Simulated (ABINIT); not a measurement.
# Zn3P (Pm-3m) in ABINIT: reference runs, part 2 of 2

ABINIT 10.8.3 (patched build). Earlier steps stand in the parts before.

**3. Single point, PBE**

run.py

```python
import json, os
import numpy as np
from ase.units import GPa
from ase.calculators.abinit import Abinit, AbinitProfile
from ase import Atoms

atoms = Atoms(['Zn', 'Zn', 'Zn', 'P'],
              cell=[[3.975518, 0.0, 0.0], [0.0, 3.975518, 0.0], [0.0, 0.0, 3.975518]],
              scaled_positions=[[0.5, 0.5, 0.0], [0.5, 0.0, 0.5], [0.0, 0.5, 0.5], [0.0, 0.0, 0.0]],
              pbc=True)

profile = AbinitProfile(command='abinit', pp_paths=[os.path.abspath('pseudos')])
params = dict(
    pps='pawxml', xc='PBE',
    ecut=598.6505,
    pawecutdg=1197.301,
    pawxcdev=0,
    kptopt=1,
    ngkpt=[7, 7, 7],
    nshiftk=1,
    shiftk=[0.0, 0.0, 0.0],
    ixc=11,
    nband=25,
    occopt=3,
    tsmear=0.05,
    nstep=100,
    tolvrs=1e-09,
    prtwf=0,
    prtden=0,
)

atoms.calc = Abinit(profile=profile, directory='run', **params)
energy = atoms.get_potential_energy()
forces = atoms.get_forces()
stress = atoms.get_stress()
print(f'energy {energy:.6f} eV')
print('forces (eV/A)')
print(np.round(forces, 5))
print('stress (GPa, Voigt, tension positive)', np.round(stress / GPa, 4))
json.dump(dict(energy=energy, forces=forces.tolist(), stress=stress.tolist(), cell=atoms.cell.tolist(), frac=atoms.get_scaled_positions(wrap=False).tolist()), open('results.json', 'w'))
```

Potentials or basis: JTH PAW PBE v2.0.

On the command line:

```console
$ python run.py
```

Standard output:

```text
energy -5430.719879 eV
forces (eV/A)
[[-0. -0. -0.]
 [-0. -0. -0.]
 [-0. -0. -0.]
 [-0. -0. -0.]]
stress (GPa, Voigt, tension positive) [1.1983 1.1983 1.1983 0.     0.     0.    ]
```

abinit.in:

```text
ecut 598.6505 eV
ixc 11
kptopt 1
natom 4
nband 25
ngkpt
7 7 7
nshiftk 1
nsppol 1
nstep 100
occopt 3
pawecutdg 1197.301 eV
pawxcdev 0
prtden 0
prtwf 0
shiftk
0.0 0.0 0.0
tolvrs 1e-09
tsmear 0.05 eV
#Definition of the unit cell
acell
1.00000000000000 1.00000000000000 1.00000000000000 Angstrom
rprim
3.97551800000000 0.00000000000000 0.00000000000000
0.00000000000000 3.97551800000000 0.00000000000000
0.00000000000000 0.00000000000000 3.97551800000000
chkprim 0 # Allow non-primitive cells
#Definition of the atom types
ntypat 2
znucl 15 30
#Enumerate different atomic species
typat
 2 2 2 1
pseudos "./pseudos/P.GGA_PBE-JTH.xml,
./pseudos/Zn.GGA_PBE-JTH.xml"
#Definition of the atoms
xcart
3.75632011416749 3.75632011416749 0.00000000000000
3.75632011416749 0.00000000000000 3.75632011416749
0.00000000000000 3.75632011416749 3.75632011416749
0.00000000000000 0.00000000000000 0.00000000000000
chkexit 1 # abinit.exit file in the running directory terminates after the current SCF
```

abinit.abo:

```text
.Version 10.8.3 of ABINIT
 Symmetries : space group Pm -3 m (#221); Bravais cP (primitive cubic)
================================================================================
 Values of the parameters that define the memory need of the present run
     intxc =       0    ionmov =       0      iscf =      17    lmnmax =      18
     lnmax =       6     mgfft =      32  mpssoang =       3    mqgrid =    3001
     natom =       4  nloc_mem =       2    nspden =       1   nspinor =       1
    nsppol =       1      nsym =      48    n1xccc =       1    ntypat =       2
    occopt =       3   xclevel =       2
       mpw =        2109          nfft =       32768          nkpt =          20
 PAW method is used; the additional fine FFT grid is defined by:
   mgfftf=        48    nfftf =    110592
================================================================================
================================================================================

--------------------------------------------------------------------------------
------------- Echo of variables that govern the present computation ------------
--------------------------------------------------------------------------------
 -outvars: echo values of preprocessed input variables --------
            acell      1.8897261259E+00  1.8897261259E+00  1.8897261259E+00 Bohr
              amu      3.09737620E+01  6.53900000E+01
          chkexit           1
[... 258 lines left out ...]
comment             : 'Components of total free energy, including PAW core contributions'
Total energy        : -5.73025141171038E+03
Total energy DC     : -5.73025139350952E+03
Total energy (eV)   : -1.55928084450629E+05
Total energy DC (eV): -1.55928083955358E+05
...

 Cartesian components of stress tensor (hartree/bohr^3)
  sigma(1 1)=  4.07308569E-05  sigma(3 2)=  0.00000000E+00
  sigma(2 2)=  4.07308569E-05  sigma(3 1)=  0.00000000E+00
  sigma(3 3)=  4.07308569E-05  sigma(2 1)=  0.00000000E+00

-Cartesian components of stress tensor (GPa)         [Pressure= -1.1983E+00 GPa]
- sigma(1 1)=  1.19834318E+00  sigma(3 2)=  0.00000000E+00
- sigma(2 2)=  1.19834318E+00  sigma(3 1)=  0.00000000E+00
- sigma(3 3)=  1.19834318E+00  sigma(2 1)=  0.00000000E+00

== END DATASET(S) ==============================================================
================================================================================

 -outvars: echo values of variables after computation  --------
            acell      1.8897261259E+00  1.8897261259E+00  1.8897261259E+00 Bohr
           etotal     -1.9957525628E+02
            fcart     -0.0000000000E+00 -0.0000000000E+00 -0.0000000000E+00
                      -0.0000000000E+00 -0.0000000000E+00 -0.0000000000E+00
                      -0.0000000000E+00 -0.0000000000E+00 -0.0000000000E+00
                      -0.0000000000E+00 -0.0000000000E+00 -0.0000000000E+00
            rprim      3.9755180000E+00  0.0000000000E+00  0.0000000000E+00
                       0.0000000000E+00  3.9755180000E+00  0.0000000000E+00
                       0.0000000000E+00  0.0000000000E+00  3.9755180000E+00
           strten      4.0730856900E-05  4.0730856900E-05  4.0730856900E-05
                       0.0000000000E+00  0.0000000000E+00  0.0000000000E+00
           xangst      1.9877590000E+00  1.9877590000E+00  0.0000000000E+00
                       1.9877590000E+00  0.0000000000E+00  1.9877590000E+00
                       0.0000000000E+00  1.9877590000E+00  1.9877590000E+00
                       0.0000000000E+00  0.0000000000E+00  0.0000000000E+00
             xred      5.0000000000E-01  5.0000000000E-01  0.0000000000E+00
                       5.0000000000E-01  0.0000000000E+00  5.0000000000E-01
                       0.0000000000E+00  5.0000000000E-01  5.0000000000E-01
                       0.0000000000E+00  0.0000000000E+00  0.0000000000E+00
 Calculation completed.
```

Wall time 62 s (1 thread of Arm Neoverse V2, shared host); peak memory 0.13 GiB.

What came out:

| Property | Result |
| --- | --- |
| Free energy | -5430.7194 eV |
| Pressure | -1.2 GPa |
| Band gap on the k mesh | none (metal or under the smearing width) |
| Valence electrons inside the program's atomic spheres | Zn 10.69; P 1.52 |

**4. Single point, PBE (atoms moved at random, drawn with an rms of 0.05 Å)**

run.abi

```
# Pseudopotentials
pp_dirpath "./"
pseudos "Zn.GGA_PBE-JTH.xml, P.GGA_PBE-JTH.xml"

# Structure
acell 7.5126402235 7.5126402235 7.5126402235
rprim
     1.0000000000     0.0000000000     0.0000000000
     0.0000000000     1.0000000000     0.0000000000
     0.0000000000     0.0000000000     1.0000000000
ntypat 2
znucl 30 15
natom 4
typat 1 1 1 2
xred
     0.5122900000     0.5046040000    -0.0014700000
     0.5034610000     0.0016670000     0.5024300000
    -0.0024470000     0.5025980000     0.4944630000
    -0.0053100000    -0.0030370000     0.0027560000
chkprim 0
chksymtnons 0
tolsym 1.0e-6

# Plane-wave basis
ecut 22.0
pawecutdg 44.0
pawxcdev 0

# k points
kptopt 1
ngkpt 7 7 7
nshiftk 1
shiftk 0.0 0.0 0.0

# Exchange and correlation
ixc 11

# Bands and occupations
nband 25
occopt 3
tsmear 0.00183747

# SCF cycle
nstep 100
tolvrs 1.0e-9

# Output
iomode 3
prtwf 0
prtden 0
prteig 0
prtebands 0
enunit 1
```

On the command line:

```console
$ abinit run.abi > log 2>&1
```

It took 14 min on 1 thread of Arm Neoverse V2, shared host; peak memory 0.35 GiB.

It converged, with:

| Property | Result |
| --- | --- |
| Free energy | -5430.7143 eV |
| Pressure | -1.1 GPa |
| Largest force | 0.173 eV/Å |
| Band gap on the k mesh | none (metal or under the smearing width) |
| Valence electrons inside the program's atomic spheres | Zn 10.70; P 1.52 |

Forces on the atoms (eV/Å):
```
Zn  -0.109 -0.033 -0.029
Zn  -0.090  0.059 -0.009
Zn   0.170 -0.023  0.026
P    0.028 -0.003  0.012
```

Stress tensor (GPa, compression positive):
```
-1.08  0.07  0.01
 0.07 -1.11 -0.04
 0.01 -0.04 -1.06
```

Levels at points of the mesh, in eV from the Fermi level:
| k point | band 17 | band 18 | band 19 | band 20 | band 21 | band 22 | band 23 | band 24 |
| --- | --- | --- | --- | --- | --- | --- | --- | --- |
| (0.00, 0.00, 0.00) | -3.93 | -3.42 | -3.42 | -3.41 | 0.47 | 0.48 | 4.19 | 4.19 |
